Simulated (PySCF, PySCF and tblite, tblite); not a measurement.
# CF4NSi−: a path driven as pseudorotation, and NMR exchange

One table from this session's results is given with a row withheld; the runs are named, their logs left out.

Programs: PySCF 2.14.0 with density-fitted response routines of our own, and tblite 0.8.0. All values are computed, except where a source is named. Atoms count from 0 throughout.

## The molecule as given

7 atoms, charge -1, multiplicity 1; geometry from: force field or distance geometry start.

Bonds of the start (Å): C1–Si2 1.79, N0–C1 1.17, Si2–F3 1.67, Si2–F4 1.69, Si2–F5 1.69, Si2–F6 1.69.

Set-up of the first run:

Job settings and geometry (Å):

```
{"job": {"xc": "GFN2-xTB", "basis": "xTB", "kind": "relax"}, "charge": -1, "multiplicity": 1}
N      2.485500    -0.586900    -0.022900
C      1.399900    -0.163300    -0.018400
Si    -0.269100     0.488400     0.012700
F     -1.363600    -0.768900     0.122300
F     -0.002400     2.138000    -0.268400
F     -1.047300    -0.559000     1.088900
F     -1.199600    -0.543300    -0.941300
```

Launch:

```
> OMP_NUM_THREADS=1 python ens_run.py task.json out
```

One launch serves the whole session.

Among the steps run: GFN2-xTB relaxation, start minimum; Relaxed scan, berry; Nudged elastic band, leg 1; Saddle search, leg 1; DFT refinement, start: B3LYP-D3(BJ)/def2-SVP; Shieldings, start: PBE0/pcSseg-1; Shieldings, saddle of leg 1: PBE0/pcSseg-1; Barriers, rates and exchange; Shieldings, start: CAM-B3LYP/pcSseg-1; Single-point energy, saddle of leg 1: CAM-B3LYP/pcSseg-1; Second level: CAM-B3LYP/pcSseg-1 + D3(BJ); Shieldings, start: PBE0/pcSseg-1 in methanol; Single-point energy, saddle of leg 1: PBE0/pcSseg-1 in methanol; Second level: PBE0/pcSseg-1 + D3(BJ), IEF-PCM methanol.

One of the session's tables, all rows but one given; the rest of the session is left out.

It belongs to the step «Second level: PBE0/pcSseg-1 + D3(BJ), IEF-PCM methanol». Barriers by level (kcal/mol; entropies in cal/(mol K)). Zero-point and thermal terms come from xTB in every row. ΔG‡ leaves symmetry out; the rate counts one path; effective ΔG‡, where given, is the barrier that would give that rate by Eyring's equation alone:

```
                                   level   ΔE‡  with zero-point    ΔH‡  ΔG‡ (298 K)  k at 298 K (1/s)
                                GFN2-xTB  0.50             0.50  -0.08         1.11           9.5e+11
                   B3LYP-D3(BJ)/def2-SVP  4.77             4.77   4.19         5.38             7e+08
                  PBE0/pcSseg-1 + D3(BJ)     ?                ?      ?            ?                 ?
PBE0/pcSseg-1 + D3(BJ), IEF-PCM methanol  4.10             4.10   3.52         4.71           2.2e+09
```

**Question.** Estimate the row for PBE0/pcSseg-1 + D3(BJ).

As computed: ΔE‡: 4.51; with zero-point: 4.51; ΔH‡: 3.93; ΔG‡ (298 K): 5.12; k at 298 K (1/s): 1.1e+09. In the column «ΔE‡» it lies between PBE0/pcSseg-1 + D3(BJ), IEF-PCM methanol (4.10) and B3LYP-D3(BJ)/def2-SVP (4.77).
